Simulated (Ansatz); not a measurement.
C2H7AlO2, SMILES C[CH2][Al]([OH])[OH], a single point from an input written key by key

Computed with the Ansatz DFT code, driven from Python.

Contents of `c2h7alo2.yaml`:
```yaml
crystal:
  periodic: [false, false, false]
  atoms:
    - { symbol: C, position_ang: [-1.4936, -0.5559, 0.6149] }
    - { symbol: C, position_ang: [-0.6157, -0.5534, -0.6023] }
    - { symbol: Al, position_ang: [0.9167, 0.6782, -0.3731] }
    - { symbol: O, position_ang: [2.3013, 0.8139, -1.6726] }
    - { symbol: O, position_ang: [1.112, 1.6569, 1.1606] }
    - { symbol: H, position_ang: [-1.941, 0.5314, 0.7477] }
    - { symbol: H, position_ang: [-2.3678, -1.2002, 0.4399] }
    - { symbol: H, position_ang: [-0.962, -0.8129, 1.5125] }
    - { symbol: H, position_ang: [-0.2271, -1.5667, -0.7022] }
    - { symbol: H, position_ang: [-1.1652, -0.2409, -1.4885] }
    - { symbol: H, position_ang: [2.8801, 0.1065, -1.4136] }
    - { symbol: H, position_ang: [1.6393, 1.088, 1.8107] }
basis:
  gaussian: { orbitals: def2-SVP }
hamiltonian:
  xc: hf
```

Typed at the interpreter:
```pycon
>>> import ansatz as az
>>> session = az.Session.from_deck("c2h7alo2.yaml")
>>> summary = session.plan(threads=1).execute().report

>>> for key in ("converged", "free_energy_ev", "reference_energy_ev", "n_frozen", "n_occupied", "n_virtual"):
...     print(f"{key:22s} {summary[key]}")
...
converged              True
free_energy_ev         -12823.815638494141
reference_energy_ev    -12823.815638494141
n_frozen               0
n_occupied             [24, 24]
n_virtual              [85, 85]
>>> symbols = ["C", "C", "Al", "O", "O", "H", "H", "H", "H", "H", "H", "H"]
```

Notes:
- Total energies depend on the basis set; only differences at equal settings carry meaning.
- The geometry is a force-field or estimated start, not a minimum of this method, and the basis set is short of its limit.
- The whole script took 1 s on 1 thread of Arm Neoverse V2, with other jobs on the host, peak memory 0.23 GiB.

(Lines on the test bed's own set-up are left out of the output.)
